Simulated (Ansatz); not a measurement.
**F₂H₃O₂Si₂ radical: a ladder of functionals and wavefunction methods**

How much do the methods differ for F₂H₃O₂Si₂ radical? The plan is to run it at one geometry with functionals of several rungs and with coupled cluster. The yardstick is the atomisation energy at the CCSD(T) limit.

Computed with Ansatz 0.2.0, Gaussian basis. Level: functionals in def2-TZVPP, the program's frozen cores in correlated methods.

The runs, in order: PBE-D4, r2SCAN-D4, PBE0-D4, B3LYP-D4, ωB97X-V, ωB97M-V, B2PLYP; CCSD(T)/def2-TZVPP; MP2/def2-QZVPP; extrapolation to the limit.

## 1. The geometry

All runs share one geometry, relaxed beforehand with PBE0-D4 in a triple-zeta def2 set.

SMILES `O[SiH][Si](O)(F)F`, 9 atoms, charge 0, spin multiplicity 2.

Atoms are counted from 1 here; the program's logs count them from 0.

Bond lengths: O1–Si2 1.652 Å, O1–H7 0.960 Å, Si2–Si3 2.331 Å, Si2–H8 1.486 Å, Si3–O4 1.627 Å, Si3–F5 1.590 Å, Si3–F6 1.593 Å, O4–H9 0.960 Å. Angles: Si2–O1–H7 116.0°, O1–Si2–Si3 110.3°, O1–Si2–H8 106.5°, Si3–Si2–H8 114.8°, Si2–Si3–O4 104.2°, Si2–Si3–F5 111.0°, Si2–Si3–F6 117.7°, O4–Si3–F5 111.1°, O4–Si3–F6 109.0°, F5–Si3–F6 104.0°, Si3–O4–H9 120.2°.

## 2. PBE-D4 (GGA)

in.yaml reads:

```yaml
crystal:
  periodic: [false, false, false]
  atoms:
    - {symbol: O, position_ang: [-0.797679, 0.945776, 1.948458]}
    - {symbol: Si, position_ang: [0.654478, 0.419176, 1.362925]}
    - {symbol: Si, position_ang: [0.384475, -0.500523, -0.762129]}
    - {symbol: O, position_ang: [-0.662043, 0.502267, -1.501889]}
    - {symbol: F, position_ang: [1.770081, -0.555897, -1.540551]}
    - {symbol: F, position_ang: [-0.170299, -1.991125, -0.858475]}
    - {symbol: H, position_ang: [-1.353308, 1.424708, 1.328765]}
    - {symbol: H, position_ang: [1.205708, -0.514178, 2.379469]}
    - {symbol: H, position_ang: [-1.031401, 0.269788, -2.356573]}
basis:
  gaussian: {orbitals: def2-TZVPP}
magnetization: {spin_polarized: true, initial_magnetization: 1}
hamiltonian: {xc: pbe, dispersion: d4}
output: {forces: true, orbitals: {seedname: orbitals}}
```

Command:

```bash
$ ansatz run in.yaml --threads 2 --pin off --events-out ev --progress --plain --max-ram 32768MiB --backend cpu
```

Further steps of the session: r2SCAN-D4 (meta-GGA); PBE0-D4 (hybrid); B3LYP-D4 (hybrid); ωB97X-V (range-separated); ωB97M-V (range-separated); B2PLYP (double hybrid); CCSD(T) in def2-TZVPP; MP2 in def2-QZVPP.

Before running them: what should the planned runs give, taken together? Wanted: atomisation energy, CCSD(T)/CBS; farthest; mean size of error, hybrid; mean size of error, range-separated; gap, smallest and largest; T1 diagnostic; triples share of the correlation energy.

As calculated:

| quantity | value |
| --- | --- |
| atomisation energy, CCSD(T)/CBS | 3539.4 kJ/mol |
| functionals within 17.7 kJ/mol (0.5 %) | r2SCAN-D4, ωB97X-V |
| farthest | PBE0-D4 (-68.7 kJ/mol) |
| mean size of error, hybrid | 58.5 kJ/mol |
| mean size of error, range-separated | 17.6 kJ/mol |
| gap, smallest and largest | 1.51 eV (PBE-D4), 7.45 eV (ωB97X-V) |
| T1 diagnostic | 0.0144 |
| triples share of the correlation energy | 3.2 % |

In words: PBE-D4 misses by +29.9 kJ/mol. Double hybrids carry the basis error of their MP2 part in triple zeta, and no dispersion term here, so their miss is partly the set-up's. The reference freezes the cores and leaves out relativity and excitations past (T), so misses under about 17.7 kJ/mol can't be ranked. Hartree-Fock recovers 71 % of the binding; the rest is correlation. Orbital gaps span 1.5 to 7.5 eV; exact exchange widens them.
